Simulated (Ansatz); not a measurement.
# Pt: the cost of one run

Computed with Ansatz 0.2.0, driven from Python. Level of theory: DFT PBEsol, plane waves, PAW.

This is Pt in the simple cubic structure; at room conditions it is fcc.

## Step 1: The structure

Pt Pm-3m: The structure is cubic, space group Pm-3m (No. 221). The conventional cell has a = 2.550 Å, b = 2.550 Å, c = 2.550 Å, α = 90.00°, β = 90.00°, γ = 90.00°. Pt (site symmetry m-3m) has 6 Pt at 2.55 Å as nearest neighbours.

Pt Im-3m: The structure is cubic, space group Im-3m (No. 229). Conventional cell: a = 3.110 Å, b = 3.110 Å, c = 3.110 Å, α = 90.00°, β = 90.00°, γ = 90.00°. Around Pt (site symmetry m-3m) lie 8 Pt at 2.69 Å.

Pt Fd-3m: Symmetry: Fd-3m, No. 227, cubic system. Conventional cell: a = 5.390 Å, b = 5.390 Å, c = 5.390 Å, α = 90.00°, β = 90.00°, γ = 90.00°. Around Pt (site symmetry -43m) lie 4 Pt at 2.33 Å.

Pt P6_3/mmc: The structure is hexagonal, space group P6_3/mmc (No. 194). Conventional cell: a = 2.770 Å, b = 2.770 Å, c = 4.523 Å, α = 90.00°, β = 90.00°, γ = 120.00°. Pt (site symmetry -6m2) is surrounded by 12 Pt at 2.77 Å.

No structure file is read: the coordinates are typed or built in the script.

## Step 2: Script

prototypes_pt.py reads:

```python
# -*- coding: utf-8 -*-
'''Relaxed energies of Pt in several structure types.'''

import ansatz as az
import numpy as np
import spglib

config = {
    'xc': 'PBEsol',
    'ecut': 520,
    'k_spacing': 0.15,
    'smearing': 'fermi_dirac',
    'sigma': 0.1,
}


def sc(A, a):
    return (
        az.Lattice.cubic(a)
        .space_group(221)
        .atom(A, (0, 0, 0))
    )


def bcc(first, a):
    return (
        az.Lattice.bcc(a)
        .space_group(229)
        .atom(first, (0, 0, 0))
        .primitive()
    )


def diamond(first, a):
    return (
        az.Lattice.fcc(a)
        .space_group(227, origin_choice=1)
        .atom(first, (0, 0, 0))
        .primitive()
    )


def hcp(first, a):
    return (
        az.Lattice.from_parameters(a, a, 1.633 * a, alpha=90, beta=90, gamma=120)
        .space_group(194)
        .atom(first, (1 / 3, 2 / 3, 0.25))
    )


def ground_state(name, crystal):
    calc = (
        crystal.calculation()
        .functional(config['xc'])
        .basis(config['ecut'])
        .kpoints(spacing=config['k_spacing'])  # sampling of the Brillouin zone
        .occupations(config['smearing'], width=config['sigma'])
        .stress()  # GPa
        .band_table()  # levels at the mesh points
    )
    calc = calc.relax(force_tolerance=0.03, cell=True)
    return calc.run(threads=1)

def relaxed_twice(name, crystal):
    # the second pass draws mesh and plane waves anew for the relaxed cell
    first = ground_state(name, crystal)
    again = az.Crystal(lattice=az.Lattice.of(first.lattice.cell_ang))
    for site in first.report['lattice']['sites']:
        again = again.atom(site['symbol'], site['position_frac'])
    return ground_state(name, again)


def space_group(outcome):
    sites = outcome.report['lattice']['sites']
    kinds = sorted({site['symbol'] for site in sites})
    cell = (outcome.lattice.cell_ang, [site['position_frac'] for site in sites], [kinds.index(site['symbol']) for site in sites])
    return spglib.get_spacegroup(cell, symprec=0.01)


def pressure_gpa(outcome):
    return float(np.trace(outcome.report['stress_gpa']) / 3)

# a is a first guess in angstrom
phases = {}
phases['sc'] = sc('Pt', 2.55)
phases['bcc'] = bcc('Pt', 3.11)
phases['diamond'] = diamond('Pt', 5.39)
phases['hcp'] = hcp('Pt', 2.77)

done = {name: relaxed_twice(name, crystal) for name, crystal in phases.items()}

energy = {name: o.report['energy_sigma0_ev'] / len(o.lattice.sites) for name, o in done.items()}
lowest = min(energy.values())
rows = [(name, len(o.lattice.sites), 1000 * (energy[name] - lowest), space_group(o), pressure_gpa(o)) for name, o in done.items()]
rows.sort(key=lambda row: row[2])
print('     phase       atoms  dE (meV/atom)  space group     P (GPa)')
for row in rows:
    print(f'{str(row[0]):>10}  {row[1]:10d}  {row[2]:13.1f}  {str(row[3]):>11}  {row[4]:10.2f}')
print('lowest in energy:', rows[0][0])
```

## Step 3: What the engine is handed

The engine receives this input (first run):

```yaml
crystal:
  lattice:
    bravais: cubic
    a: 2.55
  space_group: 221
  atoms:
    - { symbol: Pt, position: [0.0, 0.0, 0.0] }
basis:
  ecutwfc: 520.0
kpoints:
  mp_grid:
    kspacing: 0.15
hamiltonian:
  xc: pbesol
scf:
  occupations:
    method: fermi_dirac
    width: 0.1
relax:
  f_tol: 0.03
  cell: {}
output:
  stress: true
  eigenvalues: true
```

## Step 4: Running it

Run with:

```console
> python prototypes_pt.py
```

**Question.** How long does this script take on 1 thread of Arm Neoverse V1, shared host, and how much memory does it need?

About 3 min, with a peak of 0.58 GiB.
